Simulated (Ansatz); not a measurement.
Geometry optimisation, DFT LDA, scalar-relativistic, plane waves, PAW in Ansatz 0.2.0.

Input file:

```yaml
crystal:
  lattice:
    - [7.185504, 0.0, 0.0]
    - [0.0, 7.007342, 0.0]
    - [0.0, 0.0, 17.148552]
  atoms:
    - { symbol: Ca, position: [0.0, 0.0, 0.058314] }
    - { symbol: Zn, position: [0.3333333, 0.3695335, 0.058314] }
    - { symbol: Zn, position: [0.6666667, 0.6304665, 0.058314] }
    - { symbol: As, position: [0.3333333, 0.7395112, 0.058314] }
    - { symbol: As, position: [0.6666667, 0.2604888, 0.058314] }
    - { symbol: Ca, position: [0.5, 0.0, 0.1792732] }
    - { symbol: Zn, position: [0.8333333, 0.3695335, 0.1792732] }
    - { symbol: Zn, position: [0.1666667, 0.6304665, 0.1792732] }
    - { symbol: As, position: [0.8333333, 0.7395112, 0.1792732] }
    - { symbol: As, position: [0.1666667, 0.2604888, 0.1792732] }
    - { symbol: Ca, position: [1.0, 0.0, 0.3002325] }
    - { symbol: Zn, position: [0.3333333, 0.3695335, 0.3002325] }
    - { symbol: Zn, position: [0.6666667, 0.6304665, 0.3002325] }
    - { symbol: As, position: [0.3333333, 0.7395112, 0.3002325] }
    - { symbol: As, position: [0.6666667, 0.2604888, 0.3002325] }
    - { symbol: C, position: [0.8447068, 0.8230846, 0.415111] }
    - { symbol: O, position: [0.8447068, 0.8230846, 0.4827552] }
basis:
  ecutwfc: 420.0
kpoints:
  mp_grid: { grid: [2, 2, 1] }
hamiltonian:
  xc: lda
scf:
  occupations: { method: fermi_dirac, width: 0.1 }
  lower_state_search: "off"
relax:
  f_tol: 0.08
  max_steps: 25
  adjacent_minimum: "off"
  constraints: [{ sites: [0, 1, 2, 3, 4] }]
```

Run as:

```bash
$ ansatz run input.yaml --threads 2 --pin off --max-ram 5120MiB --backend cpu --events-out ev --progress --plain --runs-dir out
```

Problem. Where does it end, and by what steps?

Solution. It converged. The force dipped under the threshold on the way, but the program's further checks kept it going. Limits of this set-up: coarse k mesh, thin slab, slab without dipole correction, no dispersion correction for a molecule that may bind weakly, a typed lattice constant that wasn't relaxed here. After 14 steps the energy has fallen by 1.154 eV; O17 moved furthest, 1.02 Å. Joined: Zn13–C16 (2.71 → 2.07 Å).

| step | energy less start (eV) | largest force component (eV/Å) | accepted |
| --- | --- | --- | --- |
| 0 | 0.0000 | 2.533 | yes |
| 1 | -0.6034 | 1.523 | yes |
| 2 | -0.8899 | 0.801 | yes |
| 3 | -0.9932 | 1.650 | yes |
| 4 | -1.0062 | 2.058 | yes |
| 5 | -1.0289 | 2.230 | yes |
| 6 | -1.0663 | 1.185 | yes |
| 7 | -1.1049 | 0.147 | yes |
| 8 | -1.1310 | 0.988 | yes |
| 9 | -1.1405 | 0.809 | yes |
| 10 | -1.1431 | 0.820 | yes |
| 11 | -1.1407 | 0.137 | no |
| 12 | -1.1518 | 0.350 | yes |
| 13 | -1.1540 | 0.015 | yes |
| 14 | -1.1540 | 0.014 | yes |

```xyz
17
Lattice="7.1855 0.0000 0.0000 0.0000 7.0073 0.0000 0.0000 0.0000 17.1486" Properties=species:S:1:pos:R:3
Ca 0.000 0.000 1.000
Zn 2.395 2.589 1.000
Zn 4.790 4.418 1.000
As 2.395 5.182 1.000
As 4.790 1.825 1.000
Ca 3.569 0.009 3.035
Zn 5.826 2.477 3.100
Zn 1.332 4.540 3.073
As 6.098 5.203 2.904
As 1.070 1.805 2.950
Ca 7.149 -0.053 4.892
Zn 2.645 2.779 4.601
Zn 4.718 4.375 4.807
As 2.389 5.134 5.225
As 4.809 1.913 5.261
C 5.499 5.284 6.496
O 5.408 5.332 7.633
```

Whether the end is a true minimum wasn't checked by a vibrational analysis.

Time of the run: 98 s on 2 threads of Intel(R) Xeon(R) Platinum 8488C (Sapphire Rapids), on a shared host, peak memory 1.6 GiB.
